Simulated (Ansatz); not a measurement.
# Si: a tetragonal deformation path and further scans

One table from this session's results is given with a row withheld; the runs are named, their logs left out.

Program: Ansatz 0.2.0. Level of theory: DFT r2SCAN, scalar-relativistic, plane waves, PAW. These are calculated values, not measurements.

1 further run of the same task is left out (set aside as unsound or not needed). Runs told in other sessions of the task aren't counted.

**Starting point**

It takes space group I4/mmm (No. 139, tetragonal). Conventional cell: a = 6.655 Å, b = 6.655 Å, c = 3.844 Å, α = 90.00°, β = 90.00°, γ = 90.00°. Si (site symmetry m2m) has 4 Si at 2.34 to 2.38 Å in its first shell of neighbours.

As a file:

```
Si
1.0
    -3.32733    3.32733    1.92188
     3.32733   -3.32733    1.92188
     3.32733    3.32733   -1.92188
Si
4
Direct
  0.17875 0.17875 0.35751
  0.82125 0.82125 0.64249
  0.17875 0.82125 0.00000
  0.82125 0.17875 0.00000
```

It goes back to an entry of the Materials Project, which need not be the stable form.

This cell was relaxed beforehand with the same method: volume 21.28 Å³/atom, gap on the mesh 0.48 eV.

The first run:

The input, input.yaml:

```yaml
crystal:
  lattice:
    - [-3.3273296543, 3.3273296543, 1.921880523]
    - [3.3273296543, -3.3273296543, 1.921880523]
    - [3.3273296543, 3.3273296543, -1.921880523]
  atoms:
    - { symbol: Si, position: [0.1787531995, 0.1787531995, 0.3575063991] }
    - { symbol: Si, position: [0.8212468005, 0.8212468005, 0.6424936009] }
    - { symbol: Si, position: [0.1787531995, 0.8212468005, 0.0] }
    - { symbol: Si, position: [0.8212468005, 0.1787531995, 0.0] }
basis:
  ecutwfc: 500
kpoints:
  mp_grid: { grid: [12, 12, 12] }
hamiltonian:
  xc: r2scan
scf:
  occupations: { method: gaussian, width: 0.05 }
output:
  forces: true
  stress: true
  eigenvalues: true
  write_density: true
  write_potential: true
  elf: true
  volumetric_format: npy
```

Run with:

```console
ansatz run input.yaml --threads 1 --pin off --max-ram 2560MiB --backend cpu --events-out ev --progress --plain --runs-dir out
```

Among the steps run: The undisturbed cell; ρ = 0.850; ρ = 1.200; Point ρ = 0.920; ρ = 1.100; Point ρ = 0.960; ρ = 1.050.

One of the session's tables, all rows but one given; the rest of the session is left out.

It belongs to the step «The scan collected». 

| ρ | ΔE (meV/atom) | pressure (GPa) | gap on the mesh (eV) |
| --- | --- | --- | --- |
| 0.850 | 224.0 | 2.8 | 0.00 |
| 0.920 | 58.9 | 0.9 | 0.19 |
| 0.960 | ? | ? | ? |
| 1.000 | 0.0 | 0.0 | 0.40 |
| 1.050 | 19.6 | 0.1 | 0.00 |
| 1.100 | 73.5 | 0.5 | 0.00 |
| 1.200 | 256.4 | 2.4 | 0.00 |

Estimate the missing values for ρ = 0.960.

Worked estimate for «ΔE (meV/atom)». A straight line through the neighbours (0.920, 58.9) and (1.000, 0.0) gives 58.9 + (0.0 − 58.9) × (0.960 − 0.920) / (1.000 − 0.920) = 29.5; a parabola fitted to 4 rows on both sides gives 13.2.

As computed: ΔE (meV/atom): 14.1; pressure (GPa): 0.3; gap on the mesh (eV): 0.43. In «ΔE (meV/atom)» the line misses by +15.4 and the parabola by -0.9.

Where the gap reads zero, the mesh chosen for the insulator is on the coarse side.
